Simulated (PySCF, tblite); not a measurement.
# C₇H₄FO radical: geometry, infrared bands and EPR parameters

Wanted: the infrared bands and EPR parameters of C₇H₄FO radical (`O=Cc1ccc[c]c1F`), by calculation.

The runs use tblite 0.8.0 and PySCF 2.14.0, with density-fitted response routines of our own; the level of theory stands in each step. All values are computed, except where a source is named. Atoms count from 0, in the outputs and in this text.

### Step 1. The starting structure

13 atoms, charge 0, multiplicity 2; geometry from: force field or distance geometry start.

Bonds of the start (Å): O0–C1 1.29, C1–C2 1.44, C2–C3 1.39, C3–C4 1.38, C4–C5 1.40, C5–C6 1.39, C6–C7 1.40, C7–F8 1.35, C7–C2 1.39, C1–H9 1.07, C3–H10 1.10, C4–H11 1.09, C5–H12 1.10.

### Step 2. Relaxing the molecule with GFN2-xTB

Job settings and geometry (Å):

```
{"job": {"kind": "relax", "xc": "GFN2-xTB", "basis": "xTB"}, "charge": 0, "multiplicity": 2}
O      2.381400    -1.629800     0.377400
C      2.138300    -0.441600    -0.052100
C      0.756700    -0.042600    -0.056400
C     -0.241500    -0.921200     0.361200
C     -1.579200    -0.580100     0.375500
C     -1.919900     0.694700    -0.079700
C     -0.936000     1.577700    -0.505400
C      0.416600     1.231900    -0.497600
F      1.352200     2.109400    -0.923700
H      2.946900     0.193200    -0.356500
H      0.016000    -1.927200     0.716700
H     -2.360700    -1.262200     0.700500
H     -2.975200     0.998200    -0.077700
```

On the command line:

```
$ OMP_NUM_THREADS=1 python probes_run.py task.json out
```

The driver reads the jobs from task.json and runs them one after another.

**Question.** This job is followed by: GFN2-xTB harmonic vibrations, gas phase; UKS B3LYP, pcH-1 on C F H O, non-relativistic, mean-field spin-orbit, GIAO. What will the session give for the following? strongest single infrared mode (GFN2-xTB); zero-point energy (GFN2-xTB); g(iso) (B3LYP); ⟨S²⟩; largest a(iso); surface potential, 1st and 99th percentile.

The runs gave:

| quantity | value |
| --- | --- |
| strongest single infrared mode (GFN2-xTB) | 1746 cm⁻¹, 363 km/mol |
| zero-point energy (GFN2-xTB) | 53.4 kcal/mol |
| g(iso) (B3LYP) | 2.00209 |
| ⟨S²⟩ | 0.757 (exact 0.75) |
| largest a(iso) | 13C on C6, 402.2 MHz |
| surface potential, 1st and 99th percentile | -1.49 V and 1.34 V |

**Reading.** The optimisation took 22 steps and gained 0.403 eV; among the close pairs (by a distance rule), O0–C1 changed most, from 1.287 to 1.203 Å. No mode is imaginary among the 33: a minimum at this level. The strongest single mode, at 1746 cm⁻¹, moves mainly C1 and O0. GFN2-xTB is a fitted tight-binding method: band positions and strengths are rough. Its intensities can rank the bands wrongly. C6 carries the largest spin population, 1.00 e. The isotropic g lies 0.2 ppt below the free-electron value.
